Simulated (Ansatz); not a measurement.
Sc₃SnB, space group Pm-3m: an equation of state with a fit, run with Ansatz's Python interface.

`sc3snb_eos.py`:
```python
import warnings

import ansatz as az
import numpy as np
from pymatgen.analysis.eos import EOS

vectors0 = np.array([
    [4.571, 0.0, 0.0],
    [0.0, 4.571, 0.0],
    [0.0, 0.0, 4.571],
])
sites = [
    ("Sc", (0.0, 0.5, 0.5)),
    ("Sc", (0.5, 0.0, 0.5)),
    ("Sc", (0.5, 0.5, 0.0)),
    ("Sn", (0.0, 0.0, 0.0)),
    ("B", (0.5, 0.5, 0.5)),
]


def build(cell):
    crystal = az.Crystal(lattice=az.Lattice.of(cell))
    for symbol, position in sites:
        crystal = crystal.atom(symbol, position)
    return crystal


def main() -> None:
    warnings.simplefilter("ignore", az.DeckWarning)

    volumes, energies = [], []
    for scale in np.linspace(0.88, 1.12, 7):
        cell = vectors0 * scale ** (1 / 3)
        base = (
            build(cell).calculation()
            .functional("pbesol")
            .pseudopotentials("paw")
            .basis(450)
            .occupations("Fermi-Dirac", width=0.05)
            .kpoints(5, 5, 5)
        )
        r = base.run(threads=1, backend="cpu").report
        volumes.append(abs(np.linalg.det(cell)) / len(sites))
        energies.append(r["free_energy_ev"] / len(sites))
        print(f"V = {volumes[-1]:8.4f} A^3/atom  F = {energies[-1]:.5f} eV/atom")

    for form in ["vinet", "pourier_tarantola", "murnaghan"]:
        fit = EOS(eos_name=form).fit(volumes, energies)
        print(f"{form:18s} V0 {fit.v0:8.4f} A^3/atom  B0 {fit.b0_GPa:7.1f} GPa  B1 {fit.b1:5.2f}")


if __name__ == "__main__":
    main()
```

Estimate the equilibrium volume and the bulk modulus.

A third-order Birch-Murnaghan fit through the 7 points (the script's own form differs a little) has its minimum at 19.49 Å³ an atom, 2.0 % above the typed cell, with a bulk modulus of 89 GPa and dB/dP = 3.9. From that minimum the energy rises by 129.6 meV an atom on the compressed side and 44.3 meV on the expanded side.

What the script printed:

Running `python sc3snb_eos.py` prints:
```text
V =  16.8092 A^3/atom  F = -2487.82346 eV/atom
V =  17.5732 A^3/atom  F = -2487.89138 eV/atom
V =  18.3373 A^3/atom  F = -2487.93227 eV/atom
V =  19.1013 A^3/atom  F = -2487.95090 eV/atom
V =  19.8654 A^3/atom  F = -2487.95115 eV/atom
V =  20.6294 A^3/atom  F = -2487.93623 eV/atom
V =  21.3935 A^3/atom  F = -2487.90879 eV/atom
vinet              V0  19.4887 A^3/atom  B0    88.9 GPa  B1  3.89
pourier_tarantola  V0  19.4879 A^3/atom  B0    89.1 GPa  B1  3.92
murnaghan          V0  19.4919 A^3/atom  B0    88.5 GPa  B1  3.75
```

Notes:
- Absolute energies stand on the zero of these potentials, so only differences at equal settings mean something.
- Spin is left out of this run.
- The starting cell is as deposited in a crystallographic database; the results hold for this polymorph, which needn't be the stable one.
- Cost: of the order of 8 core-seconds.

(Lines on the test bed's own set-up are left out of the output.)
